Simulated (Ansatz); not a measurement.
# Si16C: the cost of one run

Method: DFT PBE, plane waves, PAW, scalar-relativistic, collinear spin, in Ansatz 0.2.0.

## (1) The structure to begin with

The cell holds 17 atoms (CSi16): a = 7.679 Å, b = 7.679 Å, c = 7.679 Å, α = 60.00°, β = 60.00°, γ = 60.00°.

The coordinates stand in the first input below.

## (2) Relaxing the start

The input, input.yaml:

```yaml
accuracy: low
crystal:
  lattice:
    - [0.0, 5.43, 5.43]
    - [5.43, 0.0, 5.43]
    - [5.43, 5.43, 0.0]
  atoms:
    - { symbol: Si, position: [0.0, 0.0, 0.0] }
    - { symbol: Si, position: [0.125, 0.125, 0.125] }
    - { symbol: Si, position: [0.0, 0.0, 0.5] }
    - { symbol: Si, position: [0.125, 0.125, 0.625] }
    - { symbol: Si, position: [0.0, 0.5, 0.0] }
    - { symbol: Si, position: [0.125, 0.625, 0.125] }
    - { symbol: Si, position: [0.0, 0.5, 0.5] }
    - { symbol: Si, position: [0.125, 0.625, 0.625] }
    - { symbol: Si, position: [0.5, 0.0, 0.0] }
    - { symbol: Si, position: [0.625, 0.125, 0.125] }
    - { symbol: Si, position: [0.5, 0.0, 0.5] }
    - { symbol: Si, position: [0.625, 0.125, 0.625] }
    - { symbol: Si, position: [0.5, 0.5, 0.0] }
    - { symbol: Si, position: [0.625, 0.625, 0.125] }
    - { symbol: Si, position: [0.5, 0.5, 0.5] }
    - { symbol: Si, position: [0.625, 0.625, 0.625] }
    - { symbol: C, position: [0.883396, 0.8635624, 0.8741153], spin: 1.0 }
magnetization:
  spin_polarized: true
basis:
  ecutwfc: 420.0
kpoints:
  mp_grid: { grid: [2, 2, 2] }
hamiltonian:
  xc: pbe
  pseudopotentials: { kind: paw, azcp: { folder: soft_1 } }
scf:
  occupations: { method: fermi_dirac, width: 0.02 }
  lower_state_search: "off"
relax:
  f_tol: 0.08
  max_steps: 25
  adjacent_minimum: "off"
```

Command:

```
ansatz run input.yaml --threads 1 --pin off --max-ram 3072MiB --backend cpu --events-out ev --progress --plain --runs-dir out
```

What time and memory should one allow on 1 thread of Arm Neoverse V2, shared host?

About 4.5 min, with a peak of 0.66 GiB.
